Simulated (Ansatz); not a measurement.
# AlBH2OS: vertical ionisation energy

How much energy removes an electron from AlBH2OS at fixed geometry? The cation is run at each level and the neutral's energy taken from earlier runs.

Program: Ansatz 0.2.0, Gaussian basis. Level of theory: unrestricted cation, the program's frozen cores in correlated methods. These are calculated values, not measurements.

Plan: UKS PBE-D4/def2-TZVPP; UKS r2SCAN-D4/def2-TZVPP; UKS PBE0-D4/def2-TZVPP; UKS B3LYP-D4/def2-TZVPP; UKS wB97X-V/def2-TZVPP; UKS wB97M-V/def2-TZVPP; UKS B2PLYP/def2-TZVPP; UHF-CCSD(T)/def2-TZVPP; UHF-MP2/def2-QZVPP; extrapolation to the limit; then −ε(HOMO) from the neutral's earlier runs with LDA (SPW92), PBE-D4, revPBE-D4, BLYP-D4, r2SCAN-D4, B97M-V, PBE0-D4, B3LYP-D4, r2SCANh-D4, r2SCAN0-D4, HSE06-D4, BHLYP-D4, CAM-B3LYP-D4, LC-ωPBE, ωB97X-V, ωB97M-V.

### 1 The relaxed structure

An earlier PBE0-D4 in a triple-zeta def2 set relaxation fixed the geometry.

SMILES `S[B]1[O][AlH]1`, 6 atoms, charge 0, spin multiplicity 1.

Atoms are counted from 1 here; the program's logs count them from 0.

Bond lengths: S1–B2 1.793 Å, S1–H5 1.341 Å, B2–O3 1.344 Å, B2–Al4 1.979 Å, O3–Al4 1.792 Å, Al4–H6 1.579 Å. Angles: B2–S1–H5 94.9°, S1–B2–O3 130.4°, S1–B2–Al4 167.8°, O3–B2–Al4 61.8°, B2–O3–Al4 76.8°, B2–Al4–O3 41.4°, B2–Al4–H6 164.9°, O3–Al4–H6 123.5°.

### 2 Cation, UKS PBE-D4/def2-TZVPP

File in.yaml:

```yaml
crystal:
  periodic: [false, false, false]
  atoms:
    - {symbol: S, position_ang: [-0.747688, -0.098001, -2.110895]}
    - {symbol: B, position_ang: [-0.034787, -0.112630, -0.465908]}
    - {symbol: O, position_ang: [1.067887, -0.724212, 0.000189]}
    - {symbol: Al, position_ang: [0.425395, 0.119234, 1.445029]}
    - {symbol: H, position_ang: [-1.779817, 0.692146, -1.780443]}
    - {symbol: H, position_ang: [1.111112, 0.059563, 2.865827]}
basis:
  gaussian: {orbitals: def2-TZVPP}
total_charge: 1
magnetization: {spin_polarized: true, initial_magnetization: 1}
hamiltonian: {xc: pbe, dispersion: d4}
```

Started as:

```
ansatz run in.yaml --threads 2 --pin off --events-out ev --progress --plain --max-ram 4352MiB
```

The runs that follow: Cation, UKS r2SCAN-D4/def2-TZVPP; Cation, UKS PBE0-D4/def2-TZVPP; Cation, UKS B3LYP-D4/def2-TZVPP; Cation, UKS wB97X-V/def2-TZVPP; Cation, UKS wB97M-V/def2-TZVPP; Cation, UKS B2PLYP (frozen core)/def2-TZVPP; Cation, UHF-CCSD(T)/def2-TZVPP; Cation, UHF-MP2/def2-QZVPP.

**Question.** What will the summary of the whole plan be? Wanted: ionisation energy, CCSD(T)/CBS; nearest functional by difference; nearest −ε(HOMO); −ε(HOMO) of PBE; T1 of the cation.

**Answer**, as computed:

| quantity | value |
| --- | --- |
| ionisation energy, CCSD(T)/CBS | 8.46 eV |
| nearest functional by difference | ωB97M-V (-0.10 eV) |
| nearest −ε(HOMO) | ωB97X-V (-0.02 eV) |
| −ε(HOMO) of PBE | 5.24 eV |
| T1 of the cation | 0.020 |

Energy differences with functionals land within 0.31 eV of the reference. The PBE orbital energy is 3.2 eV too small: a semilocal HOMO is no ionisation energy. Among orbital estimates ωB97X-V comes nearest. Hartree-Fock falls 0.98 eV short, as the neutral has more correlation energy than the cation.
